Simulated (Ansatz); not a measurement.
**CH₄F₂O₂Si: basis-set convergence**

One table from this session's results is given with a row withheld; the runs are named, their logs left out.

Program: Ansatz 0.2.0, Gaussian basis. Level of theory: one geometry, several basis sets. These are calculated values, not measurements.

Levels to be run: PBE0-D4/def2-SVP; ωB97M-V/def2-SVP; PBE0-D4/def2-QZVPP; ωB97M-V/def2-QZVPP; the functionals' def2-TZVPP values are taken from earlier runs.

**The geometry**

The geometry comes from an earlier relaxation with PBE0-D4 in a triple-zeta def2 set; it is a stationary point, not always the lowest conformer.

SMILES `CO[Si](O)(F)F`, 10 atoms, charge 0, spin multiplicity 1.

Atoms are counted from 1 here; the program's logs count them from 0.

Bond lengths: C1–O2 1.416 Å, C1–H7 1.090 Å, C1–H8 1.094 Å, C1–H9 1.093 Å, O2–Si3 1.609 Å, Si3–O4 1.610 Å, Si3–F5 1.583 Å, Si3–F6 1.576 Å, O4–H10 0.958 Å. Angles: O2–C1–H7 107.9°, O2–C1–H8 111.2°, O2–C1–H9 110.8°, H7–C1–H8 108.9°, H7–C1–H9 108.8°, H8–C1–H9 109.1°, C1–O2–Si3 126.0°, O2–Si3–O4 110.4°, O2–Si3–F5 109.4°, O2–Si3–F6 112.3°, O4–Si3–F5 112.0°, O4–Si3–F6 107.3°, F5–Si3–F6 105.4°, Si3–O4–H10 118.5°.

Set-up of the first run:

in.yaml

```yaml
crystal:
  periodic: [false, false, false]
  atoms:
    - {symbol: C, position_ang: [-0.498103, -1.207631, 0.972187]}
    - {symbol: O, position_ang: [0.459603, -0.388882, 0.326803]}
    - {symbol: Si, position_ang: [0.143359, 0.911842, -0.565988]}
    - {symbol: O, position_ang: [1.489688, 1.456325, -1.260073]}
    - {symbol: F, position_ang: [-0.972106, 0.558318, -1.632242]}
    - {symbol: F, position_ang: [-0.454132, 2.093083, 0.289545]}
    - {symbol: H, position_ang: [0.017663, -2.088693, 1.354240]}
    - {symbol: H, position_ang: [-1.278813, -1.527732, 0.276567]}
    - {symbol: H, position_ang: [-0.959402, -0.677613, 1.809788]}
    - {symbol: H, position_ang: [2.135341, 0.819685, -1.567825]}
basis:
  gaussian: {orbitals: def2-SVP}
hamiltonian: {xc: pbe0, dispersion: d4}
output: {orbitals: {seedname: orbitals}}
```

The run is started by

```bash
$ ansatz run in.yaml --threads 4 --pin off --events-out ev --progress --plain --max-ram 10444MiB
```

Among the steps run: PBE0-D4 in def2-SVP; ωB97M-V in def2-SVP; PBE0-D4 in def2-QZVPP; ωB97M-V in def2-QZVPP.

One table of the session follows, with a row left open; its other results are not shown here.

It belongs to the step «Density functionals: the series». 

```
functional       basis  HOMO (eV)  LUMO (eV)
   PBE0-D4    def2-SVP          ?          ?
   PBE0-D4  def2-TZVPP      -9.08       0.56
   PBE0-D4  def2-QZVPP      -9.12       0.17
   ωB97M-V    def2-SVP     -11.37       2.83
   ωB97M-V  def2-TZVPP     -11.52       2.10
   ωB97M-V  def2-QZVPP     -11.56       1.47
```

**Question.** Estimate the row for PBE0-D4, def2-SVP.

**Answer.** HOMO (eV): -8.95; LUMO (eV): 1.11. In the column «HOMO (eV)» it is the highest.
